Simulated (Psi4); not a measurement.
**GaH3 (SMILES [H][Ga]([H])[H]): r2SCAN/def2-TZVPP**

What is the vertical ionisation energy of GaH3 at r2SCAN/def2-TZVPP? 

The calculation is run with Psi4 1.11.

15 further runs of the same task are left out: 12 that didn't finish, 3 set aside as unsound or not needed.

## 1. Starting point

GaH3 has 4 atoms, charge 0, and is taken as a singlet. As SMILES, `[H][Ga]([H])[H]`. Geometry: a GFN2-xTB relaxation, a rough one for these elements and not checked as a minimum.

Bond lengths: Ga1–H2 1.567 Å, Ga1–H3 1.567 Å, Ga1–H4 1.566 Å. Angles: H2–Ga1–H3 120.0°, H2–Ga1–H4 120.0°, H3–Ga1–H4 120.0°.

## 2. The energy at r2SCAN/def2-TZVPP

The input, input.inp:

```
memory 1600 mb

molecule m {
  Ga    -0.00030236     0.00011338     0.00241885
  H      2.95948119    -0.05506662     0.02526564
  H     -1.43207225     2.59083341    -0.03518670
  H     -1.52710658    -2.53588018     0.00750221
  units au
  symmetry c1
  no_reorient
  no_com
}

set globals {
  reference rks
  puream true
  e_convergence 1e-09
  d_convergence 1e-08
  scf_type pk
  dft_radial_points 99
  dft_spherical_points 590
}

e_tot = energy("r2scan/def2-TZVPP")
```

The run is started by

```bash
$ psi4 -i input.inp -o input.out -n 1
```

input.out:

```text
[...]
  Running in c1 symmetry.
[...]
  Nuclear repulsion =   32.001201405435303
[...]
  Multiplicity = 1
[...]
  Nalpha       = 17
  Nbeta        = 17
[...]
    Number of basis functions: 90
[...]
   @RKS iter   1: -1924.40135851952073   -9.50658e-01   3.79519e-02 ADIIS/DIIS
[...]
   @RKS iter  12: -1926.60545133672190    1.36424e-12   1.53076e-09 DIIS
[...]
    Orbital Energies [Eh]
    ---------------------
    Doubly Occupied:
       1A   -371.986894     2A    -45.736696     3A    -40.461532
       4A    -40.456706     5A    -40.456705     6A     -5.441435
       7A     -3.714771     8A     -3.700368     9A     -3.700366
      10A     -0.759133    11A     -0.752710    12A     -0.752710
      13A     -0.746862    14A     -0.746859    15A     -0.427932
      16A     -0.282145    17A     -0.282097
[...]
  @RKS Final Energy: -1926.60545133672190
   => Energetics <=
    Nuclear Repulsion Energy =             32.0012014054353031
    One-Electron Energy =               -2749.2743727288770970
    Two-Electron Energy =                 866.7878799396816021
    DFT Exchange-Correlation Energy =     -76.1201599529620836
    Empirical Dispersion Energy =           0.0000000000000000
    VV10 Nonlocal Energy =                  0.0000000000000000
    Total Energy =                      -1926.6054513367218988
[...]
 Multipole Moments:
 ------------------------------------------------------------------------------------
     Multipole            Electronic (a.u.)      Nuclear  (a.u.)        Total (a.u.)
 ------------------------------------------------------------------------------------
 L = 1.  Multiply by 2.5417464519 to convert [e a0] to [Debye]
 Dipole X            :          0.0087016           -0.0090708           -0.0003692
 Dipole Y            :         -0.0032859            0.0034014            0.0001155
 Dipole Z            :         -0.0703080            0.0725655            0.0022575
 Magnitude           :                                                    0.0022904
[...]
```

It took 14 s on 1 thread of Intel Xeon 6975P-C (Granite Rapids), shared host; peak memory 1 GiB.

## 3. The doublet cation, same level

The input, gah3.inp:

```
memory 1600 MB

molecule {
  1 2
  Ga    -0.000160     0.000060     0.001280
  H      1.566090    -0.029140     0.013370
  H     -0.757820     1.371010    -0.018620
  H     -0.808110    -1.341930     0.003970
  units angstrom
  symmetry c1
  no_reorient
  no_com
}

set reference uks
set puream true
set e_convergence 1e-09
set d_convergence 1e-08
set scf_type pk
set dft_radial_points 99
set dft_spherical_points 590
set maxiter 200

e, wfn = energy("r2scan/def2-TZVPP", return_wfn=True)
oeprop(wfn, "MULLIKEN_CHARGES", "LOWDIN_CHARGES", "DIPOLE", title="R2SCAN")
```

The run is started by

```bash
$ psi4 -i gah3.inp -o gah3.out -n 1
```

gah3.out (excerpt; [...] marks lines left out):

```text
[...]
  Running in c1 symmetry.
[...]
  Nuclear repulsion =   32.001201395424033
[...]
  Multiplicity = 2
[...]
  Nalpha       = 17
  Nbeta        = 16
[...]
    Number of basis functions: 90
[...]
   @UKS iter   1: -1924.21700698531527   -7.66307e-01   3.68716e-02 DIIS/ADIIS
[...]
   @UKS iter  19: -1926.19843602773585   -2.95586e-12   3.89774e-09 DIIS
[...]
   @S^2 Observed:                7.619742869E-01
[...]
  @UKS Final Energy: -1926.19843602773585
   => Energetics <=
    Nuclear Repulsion Energy =             32.0012013954240331
    One-Electron Energy =               -2738.9881459505186285
    Two-Electron Energy =                 856.6249252365714710
    DFT Exchange-Correlation Energy =     -75.8364167092129975
    Empirical Dispersion Energy =           0.0000000000000000
    VV10 Nonlocal Energy =                  0.0000000000000000
    Total Energy =                      -1926.1984360277358519
[...]
 Multipole Moments:
 ------------------------------------------------------------------------------------
     Multipole            Electronic (a.u.)      Nuclear  (a.u.)        Total (a.u.)
 ------------------------------------------------------------------------------------
 L = 1.  Multiply by 2.5417464519 to convert [e a0] to [Debye]
 Dipole X            :          0.5036689           -0.0090707            0.4945982
 Dipole Y            :         -0.0131285            0.0034015           -0.0097270
 Dipole Z            :         -0.0653364            0.0725655            0.0072291
 Magnitude           :                                                    0.4947467
[...]
  Mulliken Charges: (a.u.)
   Center  Symbol    Alpha    Beta     Spin     Total
       1    GA    15.29482 15.11970  0.17512  0.58548
       2     H     0.66154  0.11004  0.55150  0.22842
       3     H     0.52169  0.38533  0.13636  0.09299
       4     H     0.52195  0.38493  0.13702  0.09312
   Total alpha = 17.00000, Total beta = 16.00000, Total charge =  1.00000
  Lowdin Charges: (a.u.)
   Center  Symbol    Alpha    Beta     Spin     Total
       1    GA    15.19542 14.85304  0.34238  0.95155
       2     H     0.64434  0.22740  0.41693  0.12826
[...]
```

Run time: 31 s. Hardware: 1 thread of Intel Xeon 6975P-C (Granite Rapids), shared host; peak memory 0.99 GiB.

## 4. What came out

Level: r2SCAN/def2-TZVPP.

| quantity | value |
| --- | --- |
| singlet GaH3: total energy | -1926.60545 Eh |
| singlet GaH3: dipole moment | 0.01 D |
| singlet GaH3: HOMO energy | -7.68 eV |
| singlet GaH3: LUMO energy | -2.33 eV |
| singlet GaH3: HOMO–LUMO gap | 5.35 eV |
| doublet cation: total energy | -1926.19844 Eh |
| doublet cation: HOMO energy (highest over α and β) | -14.51 eV |
| doublet cation: LUMO energy (lowest over α and β) | -14.29 eV |
| doublet cation: ⟨S²⟩ | 0.762 |
| vertical ionisation energy (to the doublet cation) | 11.075 eV |

Removing an electron at fixed nuclei costs 11.08 eV (1069 kJ/mol). −ε(HOMO) before ionisation, 7.68 eV, is 3.40 eV below this ionisation energy. Mulliken charges (doublet cation) run from +0.09 on H3 to +0.59 on Ga1.
